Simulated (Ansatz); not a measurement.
I need an atomisation energy of C2H6OSn, SMILES C[C](=O)[SnH3]. Use Ansatz 0.2.0, Python API. Settings (for the species named): r2SCAN, def2-SVP basis, multiplicity 1, D3BJ dispersion.

```xyz
10

C    -0.4170    1.1266   -0.9195
C    -0.3049   -0.2942   -0.6764
O    -0.6864   -1.1000   -1.5311
Sn    0.6175   -0.9664    1.1429
H    -0.0924    1.7505   -0.0828
H     0.1112    1.4757   -1.8362
H    -1.5122    1.4069   -1.0867
H     0.6379   -2.7097    1.1342
H    -0.4368   -0.4059    2.5260
H     2.1663   -0.3346    1.3327
```

The script, `c2h6osn.py`:
```python
'''Energy to split C2H6OSn into its atoms.'''

from collections import Counter
from dataclasses import dataclass

import ansatz as az
from ase import Atoms


@dataclass(frozen=True)
class Settings:
    basis: str = 'def2-SVP'
    functional: str = 'r2SCAN'
    dispersion: str = 'd3bj'


opts = Settings()


def energy_of(molecule, charge=0, unpaired=0):
    calc = (
        molecule.calculation()
        .basis(gaussian=opts.basis)
        .functional(opts.functional, dispersion=opts.dispersion)
    )
    if charge:
        calc = calc.charge(charge)
    if unpaired:
        calc = calc.spin('collinear', total=unpaired)
    return calc.run(threads=1).report['free_energy_ev']

atoms = Atoms(['C', 'C', 'O', 'Sn', 'H', 'H', 'H', 'H', 'H', 'H'], positions=[
    [-0.417, 1.1266, -0.9195],
    [-0.3049, -0.2942, -0.6764],
    [-0.6864, -1.1, -1.5311],
    [0.6175, -0.9664, 1.1429],
    [-0.0924, 1.7505, -0.0828],
    [0.1112, 1.4757, -1.8362],
    [-1.5122, 1.4069, -1.0867],
    [0.6379, -2.7097, 1.1342],
    [-0.4368, -0.4059, 2.526],
    [2.1663, -0.3346, 1.3327],
])
molecule = az.Crystal.molecule_from_ase(atoms)

# Hund ground states
unpaired = {'C': 2, 'O': 2, 'Sn': 2, 'H': 1}
counts = Counter(site.symbol for site in molecule.cartesian_sites)
atom_energy = {s: energy_of(az.Crystal.molecule().atom(s, (0, 0, 0)), 0, unpaired[s]) for s in counts}
whole = energy_of(molecule, 0, 0)
for s, e in atom_energy.items():
    print(f'{s:2s} x{counts[s]}  {e:14.5f} eV')
print(f'C2H6OSn: {whole:.5f} eV')
split = sum(counts[s] * e for s, e in atom_energy.items()) - whole
print(f'atomisation energy (no zero-point term): {23.060548 * split:.1f} kcal/mol, {split / sum(counts.values()):.3f} eV an atom')
```

```console
$ python c2h6osn.py
DeckWarning: the engine holds no damping parameters fitted to this dispersion correction and functional, so the run takes those fitted to r2scan beside the three-body term, which d3bj leaves out (hamiltonian.dispersion, under Limitations)
C  x2     -1028.24726 eV
O  x1     -2039.86316 eV
Sn x1     -5832.10669 eV
H  x6       -13.58417 eV
C2H6OSn: -10045.30168 eV
atomisation energy (no zero-point term): 814.8 kcal/mol, 3.533 eV an atom
```
(Warnings from the package without file and line.)

814.8 kcal/mol from the electronic energies, without the zero-point term.

Total energies depend on the basis set; only differences at equal settings carry meaning. The geometry is a force-field or estimated start, not a minimum of this method, and the basis set is short of its limit. All parts are taken at fixed geometry, without zero-point energy. def2 sets replace the cores of elements past krypton by effective core potentials. The spin-orbit lowering of heavy atoms is left out. A dispersion term here runs with damping parameters fitted for another variant or functional. It ran for 3.4 s on 1 thread of AMD EPYC 9R45 96-Core Processor (Zen 5), with other jobs on the host, peak memory 0.23 GiB.
